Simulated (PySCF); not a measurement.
# GeH₈N₂Si: runs on many settings

Aim: see how GeH₈N₂Si (`[NH2][GeH2][NH][SiH3]`) answers to the choice of functional, basis, grid and SCF options, and what happens with inputs that are wrong on purpose.

The runs use PySCF 2.14.0, with density-fitted response routines of our own; the level of theory stands in each step. All values are computed, except where a source is named. Atoms are numbered from 0 throughout.

**1. The molecule as given**

12 atoms, charge 0, multiplicity 1; geometry from: GFN2-xTB.

Bonds of the start (Å): N0–Ge1 1.82, Ge1–N2 1.81, N2–Si3 1.73, N0–H4 1.01, N0–H5 1.01, Ge1–H6 1.50, Ge1–H7 1.51, N2–H8 1.01, Si3–H9 1.46, Si3–H10 1.47, Si3–H11 1.46.

**2. Shielding tensors: PBE0/pcSseg-1**

Job settings and geometry (Å):

```
{"job": {"kind": "nmr", "xc": "PBE0", "basis": "pcSseg-1"}, "charge": 0, "multiplicity": 1}
N      2.094236     0.516215     0.204643
Ge     0.936518    -0.869738    -0.001677
N     -0.641667    -0.203781    -0.596075
Si    -1.927559     0.433560     0.366418
H      1.777320     1.278844     0.787620
H      3.039800     0.285330     0.473428
H      1.531424    -1.737508    -1.073019
H      0.624450    -1.660540     1.244146
H     -0.583603     0.184979    -1.525008
H     -3.021374     0.683624    -0.572631
H     -1.577487     1.679413     1.071710
H     -2.250860    -0.591085     1.359139
```

Method: GIAO PBE0/pcSseg-1 NMR shielding, non-relativistic, gas phase.

Launch:

```bash
$ OMP_NUM_THREADS=1 python probes_run.py task.json out
```

The driver reads the jobs from task.json and runs them one after another.

Log:

```text
coarse grid: 43848 points
cycle   1  E = -2479.9758892077  dE = -4.995e-01  |g| = 1.009e+00  |ddm| = 3.167e+00
cycle   2  E = -2479.8723573249  dE =  1.035e-01  |g| = 1.194e+00  |ddm| = 1.269e+00
cycle   3  E = -2480.0751747031  dE = -2.028e-01  |g| = 1.558e-01  |ddm| = 8.953e-01
cycle   4  E = -2480.0800708612  dE = -4.896e-03  |g| = 5.452e-02  |ddm| = 1.514e-01
cycle   5  E = -2480.0804755058  dE = -4.046e-04  |g| = 9.814e-03  |ddm| = 4.055e-02
cycle   6  E = -2480.0804936913  dE = -1.819e-05  |g| = 3.735e-03  |ddm| = 1.018e-02
cycle   7  E = -2480.0804963649  dE = -2.674e-06  |g| = 6.226e-04  |ddm| = 3.074e-03
final grid: 89928 points
cycle   8  E = -2480.0804938498  dE = -1.306e-08  |g| = 7.350e-04  |ddm| = 1.594e-03
cycle   9  E = -2480.0804937313  dE =  1.185e-07  |g| = 1.082e-03  |ddm| = 1.410e-03
cycle  10  E = -2480.0804939610  dE = -2.297e-07  |g| = 9.572e-05  |ddm| = 8.130e-04
cycle  11  E = -2480.0804939631  dE = -2.134e-09  |g| = 2.385e-05  |ddm| = 1.075e-04
cycle  12  E = -2480.0804939632  dE = -7.140e-11  |g| = 1.986e-06  |ddm| = 1.376e-05
converged SCF energy = -2480.0804939632

GIAO shielding tensors (ppm)
atom      isotropic    diamagn.    paramagn.     s11        s22        s33       span
  0 N      255.887     318.520     -62.633    213.241    259.170    295.250     82.010
  1 Ge    1355.126    2755.953   -1400.827   1248.399   1359.712   1457.265    208.866
  2 N      261.710     326.513     -64.803    227.439    262.857    294.835     67.396
  3 Si     403.578     879.957    -476.379    360.849    378.069    471.816    110.967
  4 H       31.714      32.704      -0.991     23.437     28.757     42.947     19.510
  5 H       31.968      30.039       1.929     23.684     26.920     45.302     21.618
  6 H       26.846      28.730      -1.883     20.120     21.533     38.886     18.765
  7 H       26.451      29.530      -3.079     19.843     21.660     37.849     18.006
  8 H       31.895      33.676      -1.781     22.303     28.835     44.547     22.244
  9 H       26.809      28.974      -2.165     23.080     24.810     32.536      9.456
 10 H       26.814      29.868      -3.054     22.515     25.382     32.543     10.028
 11 H       26.964      29.601      -2.637     23.391     25.397     32.105      8.714
```

Wall time 18 s (1 thread of Arm Neoverse V1, shared host); peak memory 0.66 GiB.

Shifts follow as δ = σ(reference) − σ, with reference shieldings (ppm) from runs at the same level and on the same kind of geometry: ¹H TMS 31.72, ²⁹Si TMS 349.2, ¹⁵N NH3 267.7, ⁷³Ge GeMe4 1331. The references are single molecules in the gas phase, so shifts against H2O, NH3, PH3, H3PO4 or CFCl3 are not on the usual liquid scales and can be off by tens of ppm. Atoms listed in one row are averaged.

```csv
atoms,environment,σ (ppm),δ (ppm)
"H6, H7",hydrogen on a germanium bonded to 2 N,26.65,5.07
"H9, H10, H11",hydrogen on a silicon bonded to N,26.86,4.85
"H4, H5",hydrogen on a nitrogen bonded to Ge,31.84,-0.12
H8,"hydrogen on a nitrogen bonded to Ge, Si",31.90,-0.18
N0,"nitrogen bonded to Ge, 2 H",255.9,11.8
N2,"nitrogen bonded to Ge, Si, H",261.7,6.0
Ge1,"germanium bonded to 2 N, 2 H",1355,-24
Si3,"silicon bonded to N, 3 H",403.6,-54.4
```

The run also stored atomic charges by several schemes (e):

```csv
atoms,Mulliken,IAO,Hirshfeld,ESP fit
N0,-0.67,-0.82,-0.34,-0.97
Ge1,0.76,0.88,0.42,0.71
N2,-0.88,-0.91,-0.34,-0.85
Si3,0.62,0.75,0.34,0.55
```

Mayer bond orders: N0–Ge1 0.95, Ge1–N2 0.88, N2–Si3 0.99.

Orbitals, density, ELF and potential are computed afterwards from the orbital file.

Frontier orbitals at PBE0/pcSseg-1, with the share of their density that lies nearest to each atom:

```csv
orbital,energy (eV),lies on
HOMO,-7.21,"N0 63 %; H7 11 %; H4, H5 about 8 % each"
LUMO,0.44,4 H atoms about 14 % each; Si3 13 %; N2 10 %
```

ELF in a plane through or near 6 of the atoms.

Values, 10 rows by 14 columns:
```
0.00 0.00 0.00 0.00 0.00 0.00 0.00 0.00 0.00 0.00 0.00 0.00 0.00 0.00
0.00 0.00 0.00 0.00 0.00 0.00 0.00 0.00 0.00 0.02 0.00 0.00 0.00 0.00
0.00 0.00 0.00 0.00 0.20 0.90 0.05 0.00 0.94 1.00 0.79 0.00 0.00 0.00
0.00 0.00 0.18 0.57 0.52 0.99 0.35 0.01 0.94 1.00 0.82 0.02 0.00 0.00
0.00 0.00 0.86 0.99 0.52 0.72 0.10 0.30 0.39 0.30 0.43 0.65 0.16 0.00
0.00 0.00 0.02 0.17 0.35 0.16 0.16 0.81 0.88 0.27 0.84 0.97 0.54 0.00
0.00 0.00 0.00 0.10 0.83 0.24 0.14 0.78 0.87 0.26 0.29 0.44 0.05 0.00
0.00 0.00 0.00 0.63 1.00 1.00 0.23 0.21 0.63 0.05 0.00 0.00 0.00 0.00
0.00 0.00 0.00 0.03 0.92 0.93 0.07 0.00 0.00 0.00 0.00 0.00 0.00 0.00
0.00 0.00 0.00 0.00 0.00 0.00 0.00 0.00 0.00 0.00 0.00 0.00 0.00 0.00
```
The map spans 11.4 Å across and 9.0 Å up, centred on the molecule. Atoms in the plane (x, y in Å): N0 (-2.0, 0.8), Si3 (2.0, 0.2), H4 (-1.6, 1.7), H5 (-3.0, 0.8), H6 (-1.8, -1.9), H10 (1.8, 1.7).

log10 of the density (e/Å³) in the same plane.

Values, 10 rows by 14 columns:
```
-4.0 -4.0 -4.0 -4.0 -4.0 -4.0 -4.0 -4.0 -4.0 -4.0 -4.0 -4.0 -4.0 -4.0
-4.0 -4.0 -4.0 -4.0 -3.8 -3.6 -4.0 -3.7 -3.0 -2.8 -3.1 -3.9 -4.0 -4.0
-4.0 -4.0 -3.5 -2.7 -1.7 -1.4 -2.3 -2.7 -1.7 -1.2 -1.8 -2.9 -3.8 -4.0
-4.0 -3.9 -2.2 -1.2 -0.4  0.2 -1.4 -2.1 -0.9  0.0 -1.0 -2.3 -3.1 -4.0
-4.0 -3.5 -1.6 -0.2  0.5  0.2 -1.0 -1.0 -0.6  0.4 -0.5 -1.3 -2.3 -3.4
-4.0 -4.0 -2.4 -1.4 -0.5  0.1  0.0  0.1  0.2  0.4 -0.2 -0.9 -2.0 -3.3
-4.0 -4.0 -3.0 -2.0 -0.7  0.1 -0.1 -0.2 -0.2 -1.0 -1.4 -1.8 -2.6 -3.6
-4.0 -4.0 -3.1 -2.0 -0.7 -0.3 -1.1 -1.4 -1.4 -2.1 -2.7 -3.0 -3.5 -4.0
-4.0 -4.0 -3.7 -2.7 -1.8 -1.6 -2.2 -2.7 -3.0 -3.6 -4.0 -4.0 -4.0 -4.0
-4.0 -4.0 -4.0 -4.0 -3.4 -3.3 -3.6 -4.0 -4.0 -4.0 -4.0 -4.0 -4.0 -4.0
```
The map spans 11.4 Å across and 9.0 Å up, centred on the molecule. Atoms in the plane (x, y in Å): N0 (-2.0, 0.8), Si3 (2.0, 0.2), H4 (-1.6, 1.7), H5 (-3.0, 0.8), H6 (-1.8, -1.9), H10 (1.8, 1.7).

On the surface of density 0.002 e/bohr³ the electrostatic potential runs, from the 1st to the 99th percentile, from -1.35 V near N0 to 1.45 V near H8.

**3. Excited states and response: PBE0/def2-SVPD**

The job, as its differences from that of step 2:

```diff
@@ -1,2 +1,2 @@
-{"job": {"kind": "nmr", "xc": "PBE0", "basis": "pcSseg-1"}, "charge": 0, "multiplicity": 1}
+{"job": {"kind": "uv", "xc": "PBE0", "basis": "def2-SVPD", "nstates": 6, "ntriplets": 2}, "charge": 0, "multiplicity": 1}
 N      2.094236     0.516215     0.204643
```

With the program's defaults for keys left out, this is: TDDFT PBE0/def2-SVPD, vertical, gas phase, core orbitals frozen in the response.

Log:

```text
coarse grid: 43848 points
cycle   1  E = -2479.8244870493  dE = -4.573e-01  |g| = 6.514e-01  |ddm| = 4.167e+00
cycle   2  E = -2479.7318067566  dE =  9.268e-02  |g| = 9.223e-01  |ddm| = 2.372e+00
cycle   3  E = -2479.8995791028  dE = -1.678e-01  |g| = 7.890e-02  |ddm| = 1.395e+00
cycle   4  E = -2479.9008410125  dE = -1.262e-03  |g| = 2.676e-02  |ddm| = 1.266e-01
cycle   5  E = -2479.9009347646  dE = -9.375e-05  |g| = 7.300e-03  |ddm| = 3.514e-02
cycle   6  E = -2479.9009457633  dE = -1.100e-05  |g| = 2.814e-03  |ddm| = 1.240e-02
cycle   7  E = -2479.9009474573  dE = -1.694e-06  |g| = 3.143e-04  |ddm| = 5.303e-03
final grid: 89928 points
cycle   8  E = -2479.9009381124  dE = -8.882e-08  |g| = 3.365e-04  |ddm| = 5.374e-03
cycle   9  E = -2479.9009380960  dE =  1.638e-08  |g| = 4.537e-04  |ddm| = 1.264e-03
cycle  10  E = -2479.9009381378  dE = -4.178e-08  |g| = 5.770e-05  |ddm| = 6.404e-04
cycle  11  E = -2479.9009381386  dE = -8.258e-10  |g| = 1.287e-05  |ddm| = 9.598e-05
converged SCF energy = -2479.9009381386

Static polarisability (au): isotropic 72.448, principal 65.650 69.109 82.585

Singlet excitations
state   eV       nm        f      main configurations
  1   6.0714    204.2   0.00765   H->L 0.56, H-1->L 0.40
  2   6.2546    198.2   0.01637   H-1->L 0.48, H->L 0.31, H->L+1 0.14
  3   6.5392    189.6   0.01301   H->L+1 0.63, H-1->L+1 0.14, H-1->L 0.10
  4   6.7610    183.4   0.04076   H-1->L+1 0.71, H->L+1 0.19
  5   7.2323    171.4   0.00568   H->L+2 0.57, H-1->L+2 0.29
  6   7.3271    169.2   0.01368   H->L+4 0.45, H-1->L+4 0.17, H->L+2 0.13

Triplet excitations (Tamm-Dancoff, eV): 5.7436 5.9434
```

Run time: 20 s. Hardware: 1 thread of Arm Neoverse V1, shared host; peak memory 0.7 GiB.

The orbitals next to the gap, with their largest atomic shares:

```csv
orbital,eV,atoms
HOMO−3,-9.64,"Si3 21 %, H11 19 %, Ge1 16 %"
HOMO−2,-9.35,"Si3 23 %, H9 22 %, Ge1 16 %"
HOMO−1,-7.40,"N2 34 %, N0 30 %, Ge1 10 %"
HOMO,-7.33,"N0 40 %, N2 24 %, Ge1 9 %"
LUMO,0.08,"Si3 26 %, Ge1 21 %, N2 8 %"
LUMO+1,0.48,"Ge1 28 %, N0 12 %, H5 11 %"
LUMO+2,1.01,"Si3 44 %, Ge1 10 %, H11 10 %"
```

With each of the 6 states as a Gaussian band of 0.4 eV half-width at 1/e, the curve within the window shown has maxima at 186 nm (ε 2,400) L/(mol cm). Beyond the last state computed it falls off for lack of states. The curve at chosen wavelengths:

| nm | ε (L/mol/cm) |
| --- | --- |
| 163 | 418 |
| 166 | 685 |
| 168 | 864 |
| 171 | 1119 |
| 173 | 1293 |
| 176 | 1592 |
| 178 | 1813 |
| 181 | 2125 |
| 183 | 2277 |
| 186 | 2368 |
| 189 | 2297 |
| 191 | 2182 |
| 194 | 1955 |
| 196 | 1790 |
| 199 | 1537 |
| 201 | 1369 |
| 204 | 1119 |
| 207 | 878 |
| 209 | 728 |
| 212 | 526 |
| 214 | 411 |
| 217 | 272 |
| 219 | 201 |
| 222 | 122 |
| 224 | 85 |
| 227 | 48 |

Leading natural transition orbitals of singlet state 4: the hole lies on N2 60 %; H10 12 %; H8 8 %; the particle on 4 H atoms about 14 % each; H10 9 %; Ge1 7 %.

Leading natural transition orbitals of singlet state 1: the hole lies on N2 60 %; H10 13 %; H8 7 %; the particle on H8 19 %; H9, H10, H11 about 12 % each; Si3 9 %.

Ground-state properties from the same run:

```csv
property,computed
dipole moment (D),0.95
polarisability (Å³),10.74
HOMO–LUMO gap (eV),7.41
−ε(HOMO) (eV),7.33
```

**4. J couplings: M06-2X/3-21G**

Job settings and geometry (Å):

```
{"job": {"kind": "j", "xc": "M06-2X", "basis": "3-21G", "scf": {"max_cycle": 88}}, "charge": 0, "multiplicity": 1}
N      2.722507     0.671080     0.266036
Ge     1.217473    -1.130659    -0.002180
N     -0.834167    -0.264915    -0.774898
Si    -2.505827     0.563628     0.476343
H      2.310516     1.662497     1.023906
H      3.951740     0.370929     0.615456
H      1.990851    -2.258760    -1.394925
H      0.811785    -2.158702     1.617390
H     -0.758684     0.240473    -1.982510
H     -3.927786     0.888711    -0.744420
H     -2.050733     2.183237     1.393223
H     -2.926118    -0.768410     1.766881
```

Method: M06-2X/3-21G.

Log:

```text
NotImplementedError: meta-GGA kernel
```

It took 3.4 s on 1 thread of Arm Neoverse V1, shared host; peak memory 0.46 GiB.

Why it failed: This response code has no terms for the kinetic-energy density, so it refuses meta-GGA functionals here. Besides, the coordinates were scaled in this input. The remedy is to take a GGA or a hybrid, or another code, and undo the other change.

**5. Shielding tensors: PBE/Sadlej pVTZ in methanol**

Job settings and geometry (Å):

```
{"job": {"kind": "nmr", "xc": "PBE", "basis": "Sadlej pVTZ", "solvent": "methanol", "pop": true}, "charge": 0, "multiplicity": 1}
N      2.094236     0.516215     0.204643
Ge     0.936518    -0.869738    -0.001677
N     -0.641667    -0.203781    -0.596075
Si    -1.927559     0.433560     0.366418
H      1.777320     1.278844     0.787620
H      3.039800     0.285330     0.473428
H      1.531424    -1.737508    -1.073019
H      0.624450    -1.660540     1.244146
H     -0.583603     0.184979    -1.525008
H     -3.021374     0.683624    -0.572631
H     -1.577487     1.679413     1.071710
H     -2.250860    -0.591085     1.359139
```

Level: GIAO PBE/Sadlej pVTZ NMR shielding, non-relativistic, IEF-PCM methanol.

Log:

```text
coarse grid: 43848 points
cycle   1  E = -2480.0596100184  dE = -1.699e+00  |g| = 1.383e+00  |ddm| = 1.493e+03
cycle   2  E = -2479.5356098208  dE =  5.240e-01  |g| = 2.152e+00  |ddm| = 4.295e+00
cycle   3  E = -2480.1840127419  dE = -6.484e-01  |g| = 4.031e-01  |ddm| = 2.826e+00
cycle   4  E = -2480.2148521222  dE = -3.084e-02  |g| = 2.135e-01  |ddm| = 7.237e-01
cycle   5  E = -2480.2210519868  dE = -6.200e-03  |g| = 3.734e-02  |ddm| = 2.643e-01
cycle   6  E = -2480.2212947577  dE = -2.428e-04  |g| = 1.734e-02  |ddm| = 5.681e-02
cycle   7  E = -2480.2213575087  dE = -6.275e-05  |g| = 2.059e-03  |ddm| = 2.064e-02
cycle   8  E = -2480.2213584497  dE = -9.411e-07  |g| = 4.380e-04  |ddm| = 4.792e-03
final grid: 89928 points
cycle   9  E = -2480.2213860253  dE = -1.790e-07  |g| = 6.176e-04  |ddm| = 1.890e-02
cycle  10  E = -2480.2213859783  dE =  4.694e-08  |g| = 1.002e-03  |ddm| = 2.297e-03
cycle  11  E = -2480.2213860922  dE = -1.139e-07  |g| = 1.016e-04  |ddm| = 1.236e-03
cycle  12  E = -2480.2213860946  dE = -2.375e-09  |g| = 3.599e-05  |ddm| = 2.110e-04
cycle  13  E = -2480.2213860949  dE = -2.724e-10  |g| = 7.004e-06  |ddm| = 4.810e-05
converged SCF energy = -2480.2213860949

GIAO shielding tensors (ppm)
atom      isotropic    diamagn.    paramagn.     s11        s22        s33       span
  0 N      251.703     239.725      11.978    217.657    257.575    279.878     62.221
  1 Ge    1331.188    2768.193   -1437.004   1217.852   1339.235   1436.478    218.625
  2 N      256.777     228.915      27.862    220.464    265.910    283.957     63.493
  3 Si     397.246     905.670    -508.423    353.346    368.881    469.513    116.167
  4 H       31.436      34.328      -2.892     24.150     28.438     41.719     17.569
  5 H       31.574      37.121      -5.546     23.739     26.815     44.169     20.430
  6 H       26.513      25.081       1.432     19.752     21.506     38.282     18.530
  7 H       26.064      27.823      -1.759     19.565     21.352     37.276     17.712
  8 H       31.206      36.597      -5.391     22.399     28.467     42.753     20.354
  9 H       26.670      34.169      -7.498     22.925     24.907     32.179      9.254
 10 H       26.372      39.008     -12.636     22.036     24.736     32.344     10.308
 11 H       26.801      37.384     -10.583     23.189     25.404     31.810      8.621
```

Wall time 25 s (1 thread of Arm Neoverse V1, shared host); peak memory 0.85 GiB.

This run: σ N0 251.7, N2 256.8, Ge1 1331, Si3 397.2, H6 26.29, H9 26.61 ppm (means over like atoms).

**6. TDDFT and polarisability: WP04/3-21G**

The job, as its differences from that of step 5:

```diff
@@ -1,2 +1,2 @@
-{"job": {"kind": "nmr", "xc": "PBE", "basis": "Sadlej pVTZ", "solvent": "methanol", "pop": true}, "charge": 0, "multiplicity": 1}
+{"job": {"kind": "uv", "xc": "WP04", "basis": "3-21G", "nstates": 3, "ntriplets": 5, "tda": false, "scf": {"guess": "sap"}}, "charge": 0, "multiplicity": 1}
 N      2.094236     0.516215     0.204643
```

With the program's defaults for keys left out, this is: TDDFT WP04/3-21G, vertical, gas phase, core orbitals frozen in the response.

Log:

```text
final grid: 89928 points
cycle   1  E = -2481.3133384546  dE =  3.248e+00  |g| = 3.526e+00  |ddm| = 9.927e+00
cycle   2  E = -2473.9969594652  dE =  7.316e+00  |g| = 6.121e+00  |ddm| = 1.099e+01
cycle   3  E = -2485.1899797605  dE = -1.119e+01  |g| = 1.506e+00  |ddm| = 5.196e+00
cycle   4  E = -2485.5710021113  dE = -3.810e-01  |g| = 7.555e-01  |ddm| = 1.238e+00
cycle   5  E = -2485.6845231460  dE = -1.135e-01  |g| = 3.684e-01  |ddm| = 6.816e-01
cycle   6  E = -2485.7140025825  dE = -2.948e-02  |g| = 1.374e-01  |ddm| = 4.245e-01
cycle   7  E = -2485.7185158070  dE = -4.513e-03  |g| = 1.426e-02  |ddm| = 1.625e-01
cycle   8  E = -2485.7185828603  dE = -6.705e-05  |g| = 1.533e-03  |ddm| = 2.389e-02
cycle   9  E = -2485.7185838048  dE = -9.445e-07  |g| = 3.405e-04  |ddm| = 3.183e-03
cycle  10  E = -2485.7185838468  dE = -4.206e-08  |g| = 5.308e-05  |ddm| = 6.012e-04
cycle  11  E = -2485.7185838479  dE = -1.080e-09  |g| = 7.040e-06  |ddm| = 8.826e-05
cycle  12  E = -2485.7185838480  dE = -4.093e-11  |g| = 1.316e-06  |ddm| = 1.287e-05
converged SCF energy = -2485.7185838480

Static polarisability (au): isotropic 50.801, principal 44.563 48.048 59.792

Singlet excitations
state   eV       nm        f      main configurations
  1   6.6075    187.6   0.00721   H->L 0.85, H-1->L 0.14
  2   6.6520    186.4   0.00991   H-1->L 0.85, H->L 0.14
  3   7.0689    175.4   0.03329   H->L+1 0.92

Triplet excitations (Tamm-Dancoff, eV): 6.1029 6.3496 6.5276 7.0651 7.7881
```

It took 4.9 s on 1 thread of Arm Neoverse V1, shared host.

This run: HOMO -7.65 eV, LUMO -0.54 eV; lowest singlet 6.61 eV.

**7. Comparing the runs: NMR shifts**

Isotropic shieldings (ppm) of some atoms, chosen among heavy atoms and hydrogens apart, means over like atoms, with basis size and wall time:

```csv
run,H6,H4,H8,N0,N2,Ge1,Si3,functions,time
PBE0/pcSseg-1,26.65,31.84,31.90,255.9,261.7,1355,403.6,139,18 s
PBE/Sadlej pVTZ in methanol,26.29,31.51,31.21,251.7,256.8,1331,397.2,216,25 s
```

**8. Side by side: electronic excitations**

Excitations and ground-state properties, with basis size and wall time:

```csv
run,lowest singlet (eV),brightest (eV),f,gap (eV),α (Å³),μ (D),functions,time
PBE0/def2-SVPD,6.07,6.76,0.041,7.41,10.74,0.95,166,20 s
WP04/3-21G,6.61,7.07,0.033,7.11,7.53,1.29,69,4.9 s
```

**9. Summary of results**

| quantity | value |
| --- | --- |
| ¹H shifts against TMS (PBE0/pcSseg-1, means over atoms taken as alike) | 5.07, 4.85, -0.12, -0.18 ppm |
| ¹⁵N shifts against NH3 (PBE0/pcSseg-1) | 11.8, 6.0 ppm |
| ⁷³Ge shifts against GeMe4 (PBE0/pcSseg-1) | -24 ppm |
| ²⁹Si shifts against TMS (PBE0/pcSseg-1) | -54.4 ppm |
| potential on the surface of density 0.002 e/bohr³, 1st and 99th percentile | -1.35 V and 1.45 V |
| lowest singlet (PBE0/def2-SVPD) | 6.07 eV (204 nm), f = 0.008 |
| brightest single state of those computed | state 4, 6.76 eV, f = 0.041 |
| lowest triplet | 5.74 eV |
| range of the shielding of Ge1 | 1331 to 1355 ppm |
| range of the lowest singlet | 6.07 to 6.61 eV |
| property runs in this session | 5, of which 1 failed and 0 gave unsound results |

In words: Single values in the summary come from the first sound run of each kind (PBE0/pcSseg-1; PBE0/def2-SVPD), which need not be the best level. At PBE0/pcSseg-1: Shielding is most anisotropic at Ge1 (span 209 ppm, paramagnetic term -1401 ppm). The first singlet state (HOMO→LUMO 0.56, HOMO−1→LUMO 0.40) lies at 6.07 eV and is weak; of the 6 states computed, the strongest absorption comes from state 4 at 6.76 eV. The lowest triplet lies 0.33 eV below the lowest singlet (triplets in Tamm-Dancoff, singlets in full TDDFT). Across the 2 runs the shielding of Ge1 moves most, between 1331 (PBE/Sadlej pVTZ in methanol) and 1355 ppm (PBE0/pcSseg-1). The lowest singlet runs from 6.07 eV (PBE0/def2-SVPD) to 6.61 eV (WP04/3-21G), while the orbital gap spans 7.11 to 7.41 eV. The lowest state need not be the same one in every run. The runs solved for a few states only, so the brightest column depends on that window. Spin-orbit coupling is left out, which matters for shieldings and couplings at and beside the heavy atoms.
